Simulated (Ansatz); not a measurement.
**AlAsH4 (singlet): from Hartree-Fock to the top rungs, cc-pVTZ**

An exercise on one series of results from a longer session: the logs are not shown, and one member is left open.

The runs use Ansatz 0.2.0, Gaussian basis; cc-pVTZ, core rule «outside noble gas», up to 19 orbitals frozen.

To be run: UHF; CCSD(T) on RHF; BCCD(T) on RHF; CCSDT(Q) on RHF.

3 further runs of the same task are left out: 3 set aside as unsound or not needed.

### What is computed

The geometry is a PBE0/def2-TZVP stationary point (not a proven minimum). No spin-orbit coupling is included. The filled d shell of As may be among the frozen orbitals whatever the setting's name suggests; the logs give the count.

6 atoms, charge 0, spin multiplicity 1.

Atoms are counted from 1 here; the program's logs count them from 0.

Bond lengths: Al1–As2 2.429 Å, Al1–H3 1.587 Å, Al1–H4 1.587 Å, As2–H5 1.522 Å, As2–H6 1.522 Å. Angles: As2–Al1–H3 119.7°, As2–Al1–H4 119.7°, H3–Al1–H4 120.4°, Al1–As2–H5 91.4°, Al1–As2–H6 91.4°, H5–As2–H6 93.5°.

The first run:

in.yaml

```yaml
crystal:
  periodic: [false, false, false]
  atoms:
    - {symbol: Al, position_ang: [0.031918, 0.000000, 1.749608]}
    - {symbol: As, position_ang: [-0.038462, 0.000000, -0.678270]}
    - {symbol: H, position_ang: [-0.000011, 1.377251, 2.537113]}
    - {symbol: H, position_ang: [-0.000011, -1.377251, 2.537113]}
    - {symbol: H, position_ang: [1.002266, 1.108594, -0.746352]}
    - {symbol: H, position_ang: [1.002266, -1.108594, -0.746352]}
basis:
  gaussian: {orbitals: cc-pVTZ}
magnetization: {spin_polarized: true, initial_magnetization: 0}
hamiltonian: {xc: hf}
output: {orbitals: {seedname: orbitals}}
```

On the command line:

```
> ansatz run in.yaml --threads 1 --pin off --events-out ev --progress --plain --max-ram 4096MiB --backend cpu
```

Among the steps run: UHF; CCSD(T) on RHF; BCCD(T) on RHF; CCSDT(Q) on RHF.

One of the session's tables, all rows but one given; the rest of the session is left out.

| method | from RCCSDT(Q) (meV) |
| --- | --- |
| RHF | +7585.8 |
| RMP2 | +1353.3 |
| RCCSD | +290.8 |
| RCCSD(T) | +42.5 |
| BCCD(T) | +41.3 |
| RCCSDT | ? |
| RCCSDT(Q) | 0 |

**Question.** Estimate the row for RCCSDT.

**Answer.** from RCCSDT(Q) (meV): +12.0. In the column «from RCCSDT(Q) (meV)» it lies between RCCSDT(Q) (0) and BCCD(T) (+41.3).

With the free atoms at the same levels and basis (separate runs), the atomisation energy is 13.986 eV at RCCSDT(Q), 13.974 eV at RCCSD(T), 10.262 eV at RHF.
